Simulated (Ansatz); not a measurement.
# H3CCl: the cost of one run

Program: Ansatz 0.2.0. Level of theory: DFT PBE, plane waves, PAW, scalar-relativistic, no spin polarisation. These are calculated values, not measurements.

## (1) Starting point

The cell holds 30 atoms (C6H18Cl6): a = 8.953 Å, b = 8.953 Å, c = 8.953 Å, α = 90.00°, β = 90.00°, γ = 90.00°.

Structure file:

```xyz
30
Lattice="8.9528 0.0000 0.0000 0.0000 8.9528 0.0000 0.0000 0.0000 8.9528" Properties=species:S:1:pos:R:3 pbc="T T T"
C     1.3773    5.3132    2.4183
Cl    0.3764    3.9412    1.8938
H     0.7254    6.1272    2.7287
H     2.0008    4.9968    3.2520
H     2.0018    5.6327    1.5864
C     6.9610    2.1388    8.0645
Cl    6.4562    2.1911    9.7678
H     7.5703    3.0144    7.8500
H     7.5388    1.2324    7.8953
H     6.0744    2.1384    7.4336
C     0.3291    4.0005    4.8299
Cl    0.7182    3.3410    6.4339
H     0.0285    5.0406    4.9395
H     1.2116    3.9326    4.1970
H    -0.4844    3.4212    4.3980
C     8.1537    8.7314    6.2057
Cl    8.6534    8.7968    4.5013
H     7.1983    9.2409    6.3132
H     8.0561    7.6898    6.5051
H     8.9092    9.2245    6.8141
C     4.9852    8.1717    7.5125
Cl    4.2032    8.2459    9.1069
H     5.8274    8.8605    7.5001
H     5.3325    7.1556    7.3368
H     4.2613    8.4547    6.7510
C     7.0428    5.2896    7.4927
Cl    6.6101    5.2074    9.2146
H     7.0665    6.3328    7.1842
H     8.0228    4.8377    7.3531
H     6.2970    4.7472    6.9151
```

## (2) Preparing the start

Contents of input.yaml:

```yaml
accuracy: low
crystal:
  lattice:
    - [8.95284, 0.0, 0.0]
    - [0.0, 8.95284, 0.0]
    - [0.0, 0.0, 8.95284]
  atoms:
    - { symbol: C, position: [0.1538378, 0.5934641, 0.27011] }
    - { symbol: Cl, position: [0.0420476, 0.4402233, 0.2115319] }
    - { symbol: H, position: [0.0810237, 0.6843915, 0.304785] }
    - { symbol: H, position: [0.2234832, 0.5581227, 0.3632363] }
    - { symbol: H, position: [0.2235942, 0.629156, 0.1772006] }
    - { symbol: C, position: [0.7775163, 0.238897, 0.9007742] }
    - { symbol: Cl, position: [0.7211354, 0.244734, 1.0910328] }
    - { symbol: H, position: [0.8455806, 0.336699, 0.876815] }
    - { symbol: H, position: [0.8420592, 0.1376588, 0.881878] }
    - { symbol: H, position: [0.6784926, 0.2388562, 0.8303022] }
    - { symbol: C, position: [0.0367645, 0.4468442, 0.539488] }
    - { symbol: Cl, position: [0.0802158, 0.3731787, 0.7186431] }
    - { symbol: H, position: [0.0031856, 0.5630116, 0.5517203] }
    - { symbol: H, position: [0.1353332, 0.4392618, 0.4687862] }
    - { symbol: H, position: [-0.054107, 0.3821381, 0.4912437] }
    - { symbol: C, position: [0.9107407, 0.975265, 0.6931546] }
    - { symbol: Cl, position: [0.9665532, 0.9825748, 0.5027795] }
    - { symbol: H, position: [0.8040208, 1.032176, 0.7051562] }
    - { symbol: H, position: [0.8998319, 0.8589255, 0.726593] }
    - { symbol: H, position: [0.9951247, 1.0303395, 0.7611118] }
    - { symbol: C, position: [0.5568235, 0.9127464, 0.8391226] }
    - { symbol: Cl, position: [0.4694827, 0.9210351, 1.017207] }
    - { symbol: H, position: [0.6508971, 0.9896897, 0.837739] }
    - { symbol: H, position: [0.5956237, 0.7992506, 0.8194941] }
    - { symbol: H, position: [0.4759743, 0.9443617, 0.7540585] }
    - { symbol: C, position: [0.7866601, 0.5908268, 0.836906] }
    - { symbol: Cl, position: [0.7383271, 0.5816485, 1.0292361] }
    - { symbol: H, position: [0.7892988, 0.7073491, 0.802444] }
    - { symbol: H, position: [0.8961192, 0.5403515, 0.8213188] }
    - { symbol: H, position: [0.7033518, 0.530247, 0.7723937] }
basis:
  ecutwfc: 420.0
kpoints:
  mp_grid: { grid: [1, 1, 1] }
hamiltonian:
  xc: pbe
scf:
  occupations: { method: fermi_dirac, width: 0.02 }
  lower_state_search: "off"
relax:
  f_tol: 0.3
  max_steps: 15
  adjacent_minimum: "off"
output:
  write_density: true
  write_potential: true
  elf: true
  volumetric_format: npy
```

On the command line:

```
$ ansatz run input.yaml --threads 1 --pin off --max-ram 3072MiB --backend cpu --events-out ev --progress --plain --runs-dir out
```

Q: Estimate wall time and peak memory on 1 thread of Arm Neoverse V1, shared host.

About 27 s, with a peak of 0.54 GiB.
